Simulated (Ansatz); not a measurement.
The system is NbTe.

```
CELL_PARAMETERS angstrom
3.70297 0.00000 0.00000
-1.85149 3.20687 0.00000
0.00000 0.00000 3.69421
ATOMIC_POSITIONS crystal
Te 0.66667 0.33333 0.00000
Nb 0.00000 0.00000 0.50000
```

The cell comes from a database or a generator and needn't be the stable form of this composition.

* Program: Ansatz 0.2.0
* Task: relaxation of cell and atoms
* Functional: HSE06
* Potentials or basis: Ansatz PAW
* Cutoff: 420 eV (not typed: the program's choice for these potentials)
* k mesh: 4 × 4 × 4
* Occupations: fermi-dirac, width 0.05 eV
* Spin: no spin polarisation

At the start: volume 21.93 Å³/atom.

Question: How do energy, volume and symmetry change on relaxing?

Answer: It ends after 5 steps and the volume is 21.14 Å³/atom (-3.6 %); space group P-6m2 (No. 187, to 0.05 Å).

The path:
```tsv
step	energy change (eV)	largest force (eV/Å)	volume (Å³)
1	0.0000	0.0000	43.87
2	-0.0310	0.0000	42.52
3	-0.0313	0.0000	42.16
4	-0.0316	0.0000	42.28
5	-0.0313	0.0000	42.28
```

Final structure:
```yaml
crystal:
  lattice:
    - [3.67672, 0.00000, 0.00000]
    - [-1.83836, 3.18413, 0.00000]
    - [0.00000, 0.00000, 3.61166]
  atoms:
    - { symbol: Te, position: [0.66667, 0.33333, 0.00000] }
    - { symbol: Nb, position: [0.00000, 0.00000, 0.50000] }
```

Caveat: the k mesh is coarse (spacing up to 0.49 Å⁻¹), so the values aren't converged, least of all with exact exchange; the plane-wave basis is chosen anew once the cell has moved, so the energies of steps on either side of that aren't comparable; the PAW data sets come from PBE, with cores solved anew for the run's functional, which leaves a small shift of forces and pressure.
